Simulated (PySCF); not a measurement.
# C2HBe+, a cluster of ions: interaction energy

The task here is to estimate one member of a computed series from the others.

Computed with PySCF 2.14.0; each step states its level. No surroundings beyond the atoms listed, unless a continuum is named. Atoms count from 0, parts from 1.

## Starting point

4 atoms, charge 1, multiplicity 1; geometry: GFN2-xTB. Parts: 1 = atom 0, `[Be+2]`, charge 2; 2 = atoms 1–3, `[C-]#C`, charge -1.

Set-up of the first run:

The job: settings as JSON, then the geometry in Å.

```
{"job": {"xc": "PBE0", "basis": "def2-SVPD", "d3": "d3bj", "grid": 2, "kind": "geom", "shake": 0.01}, "charge": 1, "multiplicity": 1, "parts": [{"atoms": "0-0", "charge": 2, "multiplicity": 1}, {"atoms": "1-3", "charge": -1, "multiplicity": 1}]}
Be    -0.053810    -0.345573    -0.375270
C      0.864701    -2.743331    -1.526058
C      0.442968    -1.697572    -1.038428
H      1.259420    -3.647758    -1.958613
```

On the command line:

```
> OMP_NUM_THREADS=1 python cluster_run.py task.json out
```

The driver reads the jobs from task.json and runs them one after another.

Among the steps run: Geometry optimisation at PBE0-D3(BJ)/def2-SVPD; Coupled-cluster interaction energy: CCSD(T) and MP2, 1.56 Å; Coupled-cluster interaction energy: CCSD(T) and MP2, 1.72 Å; Coupled-cluster interaction energy: CCSD(T) and MP2, 1.48 Å; Coupled-cluster interaction energy: CCSD(T) and MP2, 1.95 Å; Coupled-cluster interaction energy: CCSD(T) and MP2, 1.41 Å; Coupled-cluster interaction energy: CCSD(T) and MP2, 2.34 Å; Coupled-cluster interaction energy: CCSD(T) and MP2, 3.12 Å.

One table of the session follows, with a row left open; its other results are not shown here.

It belongs to the step «Coupled-cluster interaction energy: CCSD(T) and MP2, 3.12 Å». 

| method | interaction energy (kcal/mol) |
| --- | --- |
| HF/aug-cc-pVDZ | -319.94 |
| MP2/aug-cc-pVDZ | -348.17 |
| CCSD/aug-cc-pVDZ | -357.81 |
| CCSD(T)/aug-cc-pVDZ | -365.26 |
| HF/aug-cc-pVTZ | -320.14 |
| MP2/aug-cc-pVTZ | -347.00 |
| SCS-MP2/aug-cc-pVTZ | ? |
| MP2, extrapolated | -346.42 |
| CCSD(T), limit estimate | -363.50 |

Q: Estimate the row for SCS-MP2/aug-cc-pVTZ from the others.

The run gave: interaction energy (kcal/mol): -351.32. In the column «interaction energy (kcal/mol)» it lies between CCSD/aug-cc-pVDZ (-357.81) and MP2/aug-cc-pVDZ (-348.17).

In this run the core of Be (1s) is correlated, in a basis without core functions; only the other cores are frozen.

To keep in mind: At 2.34 Å a test (T1, the size of the triples or of CCSD(T) less MP2, charge moved between the parts) flags the run, so its CCSD(T) estimate is not taken as a benchmark. At 3.12 Å a test (T1, the size of the triples or of CCSD(T) less MP2, charge moved between the parts) flags the run, so its CCSD(T) estimate is not taken as a benchmark.
